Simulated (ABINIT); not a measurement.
BaPm:

```
CELL_PARAMETERS angstrom
3.96751 0.00000 0.00000
-1.98376 3.43597 0.00000
0.00000 0.00000 6.52262
ATOMIC_POSITIONS crystal
Pm 0.66667 0.33333 0.00000
Ba 0.00000 0.00000 0.50000
```

The cell comes from a database or a generator and needn't be the stable form of this composition.

Base run:

* Program: ABINIT 10.8.3 (patched build)
* Functional: PBE
* Potentials or basis: JTH PAW PBE v2.0
* Cutoff: 544 eV
* k mesh: 8 × 8 × 4
* Occupations: fermi-dirac, width 0.05 eV
* Spin: collinear spin, ferromagnetic start
* Starting moments: [4.0, 0.0] μB

Its results: band gap on the k mesh none (metal or under the smearing width); pressure 1.1 GPa; net moment 5.25 μB per cell; site moments Pm +4.65; Ba +0.00 μB.

Problem. The run is repeated on the same cell with these changes: moments at the start from [4.0, 0.0] to [7.0, 0.0]. What comes out?

Solution. Band gap on the k mesh none (metal or under the smearing width); pressure 1.0 GPa; net moment 5.36 μB per cell; site moments Pm +4.67; Ba +0.01 μB.

Caveats: this set's barium file shifts pressures by 1.5 GPa and gaps by 0.1 eV against other sets; the magnetic or orbital state may not be the lowest; spin-orbit coupling is left out, which moves the levels of the heavy elements; without U or exact exchange the open f shell lies at the Fermi level, which spoils levels, moments and volumes.
